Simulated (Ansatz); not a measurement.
# triplet GeH3O2F: levels of theory compared

Aim: a comparison of 5 runs (UB3LYP/6-31G*, U-r2SCAN/def2-SVP, U-revPBE/def2-SVP, UCAM-B3LYP/def2-SVP, RPA@PBE0/def2-SVP) of triplet GeH3O2F. 

Program for the calculation: Ansatz 0.2.0.

72 further runs of the same task are left out: 72 set aside as unsound or not needed.

## 1. The molecule

GeH3O2F has 7 atoms, charge 0, and is taken as a triplet. As SMILES of the parent species, `[OH][GeH]([OH])[F]`. The coordinates come from a PBE0-D4/def2-TZVP relaxation. This is one conformer, not always the lowest. That shape belongs to the parent species and isn't relaxed for this state.

Bond lengths: O1–Ge2 1.758 Å, Ge2–O3 1.748 Å, Ge2–F4 1.736 Å, O1–H5 0.961 Å, Ge2–H6 1.522 Å, O3–H7 0.961 Å. Angles: O1–Ge2–O3 108.4°, O1–Ge2–F4 104.7°, O3–Ge2–F4 110.1°, O1–Ge2–H6 116.0°, O3–Ge2–H6 108.9°, F4–Ge2–H6 108.5°, Ge2–O1–H5 112.4°, Ge2–O3–H7 112.8°.

## 2. A single-point energy at UB3LYP/6-31G(d) (spherical functions) (run 1)

File in.yaml:

```yaml
crystal:
  periodic: [false, false, false]
  atoms:
    - {symbol: O, position_ang: [-0.352900, 1.140300, -0.859300]}
    - {symbol: Ge, position_ang: [-0.107500, -0.026800, 0.432400]}
    - {symbol: O, position_ang: [1.518200, -0.656000, 0.307600]}
    - {symbol: F, position_ang: [-1.260300, -1.284500, 0.113200]}
    - {symbol: H, position_ang: [-1.209200, 1.041800, -1.283900]}
    - {symbol: H, position_ang: [-0.331400, 0.485800, 1.847500]}
    - {symbol: H, position_ang: [1.804400, -0.768700, -0.603100]}
basis:
  gaussian:
    orbitals: 6-31G_st_-spherical.json
magnetization:
  spin_polarized: true
  initial_magnetization: 2
hamiltonian:
  xc: {name: B3LYP}
accuracy: high
output:
  orbitals: {seedname: orbitals}
```

The basis set 6-31G* is read from a file made from the Basis Set Exchange's data (not shown).

On the command line:

```sh
ansatz run in.yaml --threads 1 --pin off --max-ram 3480MiB --events-out events.jsonl --progress --plain --runs-dir runs
```

Standard output:

```text
Warning: RAYON_NUM_THREADS=1 ignored (pool sized by the plan → 1); use --threads N
Functional definition: B3LYP
  name "B3LYP"
  parameter a0 = 0.2
  parameter ax = 0.72
  parameter ac = 0.81
  exchange = (1 - a0 - ax)*slater_x + ax*b88_x + a0*exact_x
  correlation = (1 - ac)*vwn_rpa_c + ac*lyp_c
1712 factors; integrals over basis functions are off by at most 4.4e-9 eV
mean field evaluation 1: about -63355.7424 eV, gradient 5.2e1 eV
mean field evaluation 2: about -63319.9852 eV, gradient 1.0e2 eV
mean field evaluation 4: about -63362.4770 eV, gradient 2.6e1 eV
mean field evaluation 8: about -63365.6163 eV, gradient 1.8e0 eV
mean field evaluation 16: about -63365.8135 eV, gradient 9.2e-2 eV
mean field evaluation 32: about -63365.8143 eV, gradient 2.5e-4 eV
mean field evaluation 64: about -63365.1582 eV, gradient 5.9e0 eV
mean field -63365.81428694 eV, -2328.6507241536 hartree, gradient 4.8e-8 eV, S^2 2.008698; 6 other end points of the search recorded, 0 dependent functions left out
reference -63365.81432644 eV, -2328.6507256049 hartree; 31, 29 occupied and 49, 51 virtual orbitals, 1712 factors
Total energy: -63365.81432644 eV, -2328.6507256049 hartree
```

Wall time 25 s (1 thread of Arm Neoverse V2, shared host); peak memory 0.4 GiB.

## 3. A single-point energy at U-r2SCAN/def2-SVP (run 2)

File run.yaml:

```yaml
crystal:
  periodic: [false, false, false]
  atoms:
    - symbol: O
      position_ang: [-0.352900, 1.140300, -0.859300]
    - symbol: Ge
      position_ang: [-0.107500, -0.026800, 0.432400]
    - symbol: O
      position_ang: [1.518200, -0.656000, 0.307600]
    - symbol: F
      position_ang: [-1.260300, -1.284500, 0.113200]
    - symbol: H
      position_ang: [-1.209200, 1.041800, -1.283900]
    - symbol: H
      position_ang: [-0.331400, 0.485800, 1.847500]
    - symbol: H
      position_ang: [1.804400, -0.768700, -0.603100]
basis:
  gaussian: {orbitals: def2-SVP}
output: {orbitals: {seedname: orbitals}}
accuracy: high
magnetization: {spin_polarized: true, initial_magnetization: 2}
hamiltonian: {xc: {name: r2SCAN}}
```

On the command line:

```sh
ansatz run run.yaml --threads 1 --pin off --max-ram 3480MiB --events-out events.jsonl --progress --plain --runs-dir runs
```

Standard output, shortened:

```text
Warning: RAYON_NUM_THREADS=1 ignored (pool sized by the plan → 1); use --threads N
Functional definition: r2SCAN
  name "r2SCAN"
[...]
1869 factors; integrals over basis functions are off by at most 4.4e-9 eV
[...]
mean field -63357.29599201 eV, -2328.3376825889 hartree, gradient 9.1e-8 eV, S^2 2.008555; 10 other end points of the search recorded, 0 dependent functions left out
reference -63357.29599426 eV, -2328.3376826713 hartree; 31, 29 occupied and 58, 60 virtual orbitals, 1869 factors
Total energy: -63357.29599426 eV, -2328.3376826713 hartree
```

Run time: 51 s. Hardware: 1 thread of Arm Neoverse V2, shared host; peak memory 0.43 GiB.

Runs 3 to 4 aren't shown in full; the table further down has their settings and results.

## 4. A single-point energy at RPA@PBE0/def2-SVP (run 5)

File molecule.yaml:

```yaml
crystal:
  periodic: [false, false, false]
  atoms:
    - {symbol: O, position_ang: [-0.352900, 1.140300, -0.859300]}
    - {symbol: Ge, position_ang: [-0.107500, -0.026800, 0.432400]}
    - {symbol: O, position_ang: [1.518200, -0.656000, 0.307600]}
    - {symbol: F, position_ang: [-1.260300, -1.284500, 0.113200]}
    - {symbol: H, position_ang: [-1.209200, 1.041800, -1.283900]}
    - {symbol: H, position_ang: [-0.331400, 0.485800, 1.847500]}
    - {symbol: H, position_ang: [1.804400, -0.768700, -0.603100]}
basis:
  gaussian: {orbitals: def2-SVP}
magnetization: {spin_polarized: true, initial_magnetization: 2}
hamiltonian: {xc: pbe0}
correlation: {method: rpa, frozen_orbitals: {F: 1, Ge: 9, H: 0, O: 1}}
accuracy: high
```

On the command line:

```sh
ansatz run molecule.yaml --threads 1 --pin off --max-ram 3480MiB --events-out events.jsonl --progress --plain --runs-dir runs
```

Standard output, shortened:

```text
Warning: RAYON_NUM_THREADS=1 ignored (pool sized by the plan → 1); use --threads N
Functional definition: PBE0
  name "PBE0"
[...]
1869 factors; integrals over basis functions are off by at most 4.4e-9 eV
[...]
mean field -63346.30144622 eV, -2327.9336404833 hartree, gradient 2.5e-8 eV, S^2 2.008027; 6 other end points of the search recorded, 0 dependent functions left out
12 core orbitals not correlated: weight in the atoms' cores, before any rotation towards them, 1.000 or more for the frozen orbitals, at most 0.000 for the correlated occupied ones
reference -63282.04879449 eV, -2325.5723990843 hartree; 19, 17 occupied and 58, 60 virtual orbitals, 1869 factors
Total energy: -63311.19232538 eV, -2326.6434040904 hartree
```

Wall time 47 s (1 thread of Arm Neoverse V2, shared host); peak memory 0.65 GiB.

## 5. All runs side by side

| run | level | frozen core orbitals | energy (Eh) | HOMO energy (eV) | ⟨S²⟩ | wall time |
| --- | --- | --- | --- | --- | --- | --- |
| 1 | UB3LYP/6-31G* (spherical functions) | – | -2328.650726 | -2.07 | 2.009 | 25 s |
| 2 | U-r2SCAN/def2-SVP | – | -2328.337683 | -1.48 | 2.009 | 51 s |
| 3 | U-revPBE/def2-SVP | – | -2328.224238 | -1.26 | 2.003 | 25 s |
| 4 | UCAM-B3LYP/def2-SVP | – | -2328.493816 | -3.38 | 2.008 | 36 s |
| 5 | RPA@PBE0/def2-SVP | 12 | -2326.643404 | – | 2.008 | 47 s |

## 6. Results

| quantity | value |
| --- | --- |
| run 5: total energy | -2326.64340 Eh |
| run 5: RPA correlation energy (valence) | -1071.0 mEh |
| run 5: ⟨S²⟩ of the reference determinant | 2.008 |

**Reading.** Totals of different functionals can't be ranked against each other. All runs together took 3.1 min, the longest 51 s.
